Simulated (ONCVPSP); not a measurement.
# Sc: generating and testing an ONCV potential

Task: generate the file, and judge it by its errors in other configurations, its logarithmic derivatives, its ghosts and its cutoff.

Program: ONCVPSP 4.0.1. Reference atom: LDA (Perdew-Wang 92), scalar-relativistic, spherical and spin-unpolarised. All values are calculated.

### 1 The atom and the settings

The settings as typed:

* element: scandium (Sc, Z = 21)
* type: optimised norm-conserving Vanderbilt (ONCV)
* frozen core: [Ne] 3s2
* valence charge: 9
* reference configuration: 3p6 3d1 4s2
* partial waves: 4s: rc 2.70 bohr, ncon 3, nbas 6, qcut 2.6 1/bohr, 3 projectors, debl 0.5 Ha; 3p: rc 1.30 bohr, ncon 4, nbas 8, qcut 8.3 1/bohr, 2 projectors, debl 0.5 Ha; 3d: rc 2.00 bohr, ncon 3, nbas 8, qcut 7.5 1/bohr, 2 projectors, debl 1.5 Ha
* local potential: polynomial inside 1.30 bohr (lpopt 5, dvloc0 0 Ha)
* core correction: Teter function, fcfact 3, rcfact 1.7

### 2 The generation run

The input, Sc.dat:

```
# ATOM AND REFERENCE CONFIGURATION
# atsym  z   nc   nv     iexc    psfile
  Sc 21.00    4    3  -001012      upf
#
#   n    l    f
    1    0    2.00
    2    0    2.00
    2    1    6.00
    3    0    2.00
    3    1    6.00
    3    2    1.00
    4    0    2.00
#
# PSEUDOPOTENTIAL AND OPTIMIZATION
# lmax
    2
#
#   l,   rc,      ep,       ncon, nbas, qcut
    0    2.70    0.00    3    6    2.60
    1    1.30    0.00    4    8    8.30
    2    2.00    0.00    3    8    7.50
#
# LOCAL POTENTIAL
# lloc, lpopt,  rc(5),   dvloc0
    4    5    1.30    0.00
#
# VANDERBILT-KLEINMAN-BYLANDER PROJECTORs
# l, nproj, debl
    0    3    0.50
    1    2    0.50
    2    2    1.50
#
# MODEL CORE CHARGE
# icmod, fcfact, rcfact
    3    3.00    1.70
#
# LOG DERIVATIVE ANALYSIS
# epsh1, epsh2, depsh
   -3.00    5.00    0.02
#
# OUTPUT GRID
# rlmax, drl
    6.00    0.01
#
# TEST CONFIGURATIONS
# ncnf
    4
# nvcnf
#   n    l    f
    3
    3    1    6.00
    3    2    1.00
    4    0    1.00
#
    3
    3    1    6.00
    3    2    1.00
    4    0    0.00
#
    3
    3    1    6.00
    3    2    0.00
    4    0    0.00
#
    3
    3    1    5.00
    3    2    1.00
    4    0    2.00
#
```

Command:

```
$ oncvpsp.x < Sc.dat > Sc.out
```

Q: Predict the outcome of this session. Wanted: cutoffs for 1 and 0.1 mHa per electron, occupied waves; bound ghosts; GHOST(+) flags; largest test error; largest phase difference near zero energy, channels read; rms error of d²Exc/dn², without and with the model core; projector energies reset by the program.

**Answer**, as computed:

| quantity | value |
| --- | --- |
| cutoffs for 1 and 0.1 mHa per electron, occupied waves | 21 Ha and 25 Ha |
| bound ghosts | s at -643.89 eV, s at -35.63 eV |
| GHOST(+) flags | s at 221 eV |
| largest test error (AE − PS) | +299 meV, for 3p6 3d0 4s0 |
| largest phase difference near zero energy, channels read | 0.000 rad |
| rms error of d²Exc/dn², without and with the model core | 5.13 and 2.31 mHa |
| projector energies reset by the program | p: -1.234, 0.250 Ha |

What this shows: A bound ghost (s) makes it unfit for use: electrons can fall into a state that the atom doesn't have. By total energies transferability is poor: the largest error is 299 meV on 45.1 eV, for 3p6 3d0 4s0. That test lies far up in energy; among those under 40 eV, nearer to bonding, the largest error is 3.8 meV. By its cutoff, 21 Ha for the looser tolerance, it is of middling hardness. At the looser tolerance the 3d wave is the slowest; 3p needs 16 Ha. Near zero energy the phases of the channels with partial waves agree within 0.001 rad. The program also flags highly localised states, GHOST(+) (s). All of this concerns the isolated atom, not yet a solid.
